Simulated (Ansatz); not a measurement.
# C7H5N: the cost of one run

Program: Ansatz 0.2.0. Level of theory: the levels named in each step. These are calculated values, not measurements.

## (1) Starting point

Bond lengths: N1–C2 1.146 Å, C2–C3 1.414 Å, C3–C4 1.394 Å, C4–C5 1.382 Å, C5–C6 1.387 Å, C6–C7 1.386 Å, C3–C8 1.396 Å, C7–C8 1.382 Å, C4–H9 1.080 Å, C5–H10 1.080 Å, C6–H11 1.080 Å, C7–H12 1.080 Å, C8–H13 1.080 Å. Angles (14 of 19 angles, heavy atoms first): N1–C2–C3 179.8°, C2–C3–C4 119.9°, C2–C3–C8 119.8°, C4–C3–C8 120.3°, C3–C4–C5 119.6°, C4–C5–C6 120.2°, C5–C6–C7 120.3°, C6–C7–C8 120.2°, C3–C8–C7 119.5°, C3–C4–H9 119.6°, C5–C4–H9 120.8°, C4–C5–H10 119.8°, C6–C5–H10 120.1°, C5–C6–H11 119.9°.

As a file:

```xyz
13

N     3.0608    0.5366    0.0319
C     1.9316    0.3388    0.0248
C     0.5385    0.0948    0.0110
C    -0.3550    1.1623    0.0917
C    -1.7145    0.9164    0.0759
C    -2.1863   -0.3836   -0.0310
C    -1.2986   -1.4443   -0.1127
C     0.0635   -1.2133   -0.0953
H     0.0243    2.1704    0.1693
H    -2.4089    1.7405    0.1438
H    -3.2496   -0.5700   -0.0501
H    -1.6697   -2.4551   -0.1936
H     0.7646   -2.0322   -0.1597
```

## (2) A rough first relaxation, PBE-D4/def2-SVP

This run stands in another session on the same molecule. It ended at:

```xyz
13

N     3.1249    0.5477    0.0389
C     1.9684    0.3451    0.0244
C     0.5553    0.0973    0.0065
C    -0.3547    1.1771    0.0928
C    -1.7320    0.9282    0.0745
C    -2.2121   -0.3877   -0.0292
C    -1.3107   -1.4615   -0.1151
C     0.0692   -1.2271   -0.0979
H     0.0307    2.2036    0.1736
H    -2.4380    1.7695    0.1418
H    -3.2960   -0.5777   -0.0433
H    -1.6866   -2.4924   -0.1963
H     0.7825   -2.0610   -0.1647
```

## (3) Relaxation, r2SCAN-D4/def2-TZVP

Contents of input.yaml:

```yaml
crystal:
  periodic: [false, false, false]
  atoms:
    - { symbol: "N", position_ang: [3.12485865, 0.54767547, 0.03893497] }
    - { symbol: C, position_ang: [1.96837099, 0.34507025, 0.02444997] }
    - { symbol: C, position_ang: [0.5552775, 0.09734317, 0.00648045] }
    - { symbol: C, position_ang: [-0.35468305, 1.17713691, 0.09284381] }
    - { symbol: C, position_ang: [-1.73203109, 0.92822317, 0.07448699] }
    - { symbol: C, position_ang: [-2.21206557, -0.38769942, -0.02920322] }
    - { symbol: C, position_ang: [-1.31074073, -1.4615132, -0.11511676] }
    - { symbol: C, position_ang: [0.06916705, -1.22712699, -0.09791251] }
    - { symbol: H, position_ang: [0.03068932, 2.20356951, 0.17360724] }
    - { symbol: H, position_ang: [-2.43798057, 1.76945433, 0.14181449] }
    - { symbol: H, position_ang: [-3.29595084, -0.57766734, -0.04334072] }
    - { symbol: H, position_ang: [-1.68664476, -2.49236855, -0.19633767] }
    - { symbol: H, position_ang: [0.7825131, -2.06095732, -0.16472704] }
basis:
  gaussian: { orbitals: def2-TZVP }
hamiltonian:
  xc: r2scan
  dispersion: d4
relax:
  f_tol: 0.004
  max_steps: 150
```

Launch:

```sh
$ ansatz run input.yaml --threads 4 --pin off --max-ram 10240MiB --backend cpu --events-out ev --progress --plain --runs-dir out
```

**Question.** How long does this run take on 4 threads of Arm Neoverse V2, shared host, and how much memory does it need?

About 32 s, with a peak of 0.44 GiB.
